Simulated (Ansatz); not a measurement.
# Cu: the cost of one run

Method: DFT PBEsol, scalar-relativistic, plane waves, PAW, in Ansatz 0.2.0.

### Step 1. The structure to begin with

The structure is tetragonal, space group I4/mmm (No. 139). The conventional cell has a = 2.886 Å, b = 2.886 Å, c = 2.752 Å, α = 90.00°, β = 90.00°, γ = 90.00°. Around Cu (site symmetry 4/mmm) lie 10 Cu at 2.46 to 2.75 Å.

Structure file:

```cif
data_structure
_symmetry_space_group_name_H-M 'P 1'
_symmetry_Int_Tables_number 1
_cell_length_a 4.9222
_cell_length_b 4.9222
_cell_length_c 4.9222
_cell_angle_alpha 108.218
_cell_angle_beta 108.218
_cell_angle_gamma 112.008
_cell_volume 91.66
loop_
_atom_site_label
_atom_site_type_symbol
_atom_site_fract_x
_atom_site_fract_y
_atom_site_fract_z
_atom_site_occupancy
Cu1 Cu 0.50000 0.00000 0.50000 1
Cu2 Cu 0.00000 0.00000 0.50000 1
Cu3 Cu 0.50000 0.00000 0.00000 1
Cu4 Cu 0.00000 0.00000 0.00000 1
Cu5 Cu 0.50000 0.50000 0.50000 1
Cu6 Cu 0.00000 0.50000 0.50000 1
Cu7 Cu 0.50000 0.50000 0.00000 1
Cu8 Cu 0.00000 0.50000 0.00000 1
```

It goes back to an entry of the Materials Project, which need not be the stable form.

The cell is taken as given, not relaxed at this level.

### Step 2. The reference cell

The cell is repeated 8 times, 8 atoms in all. Reference values: F = -52709.8809 eV; pressure -1.43 GPa; largest force 0.000 eV/Å; gap on the mesh none (metal). It was computed beforehand with the settings of the runs below.

### Step 3. The scan: rattled cells

All atoms are moved at random with no net shift, in some cells together with a random strain.

### Step 4. Point rms move = 0.145 Å

input.yaml

```yaml
crystal:
  lattice:
    - [-2.88558664, -2.88558664, 2.7521629]
    - [2.88558664, 2.88558664, 2.7521629]
    - [-2.88558664, 2.88558664, -2.7521629]
  atoms:
    - { symbol: Cu, position: [0.4938034182, 0.0220666472, 0.4804310465] }
    - { symbol: Cu, position: [0.0086742603, 0.0108252276, 0.520075183] }
    - { symbol: Cu, position: [0.504856823, -0.0108917377, 0.0028518884] }
    - { symbol: Cu, position: [0.0352743973, 0.0283757468, -0.008740818] }
    - { symbol: Cu, position: [0.5125957406, 0.4972991936, 0.5286758827] }
    - { symbol: Cu, position: [-0.0002533726, 0.487089856, 0.4981135411] }
    - { symbol: Cu, position: [0.4604590713, 0.4598048234, -0.0013327992] }
    - { symbol: Cu, position: [-0.0154103381, 0.5054302432, -0.0200739245] }
basis:
  ecutwfc: 420
kpoints:
  mp_grid: { grid: [12, 12, 12] }
hamiltonian:
  xc: pbesol
scf:
  occupations: { method: gaussian, width: 0.15 }
output:
  forces: true
  stress: true
  eigenvalues: true
```

The run is started by

```console
> ansatz run input.yaml --threads 2 --pin off --max-ram 5120MiB --backend cpu --events-out ev --progress --plain --runs-dir out
```

**Question.** How long does this run take on 2 threads of Arm Neoverse V2, shared host, and how much memory does it need?

About 8.2 min, with a peak of 4.6 GiB.
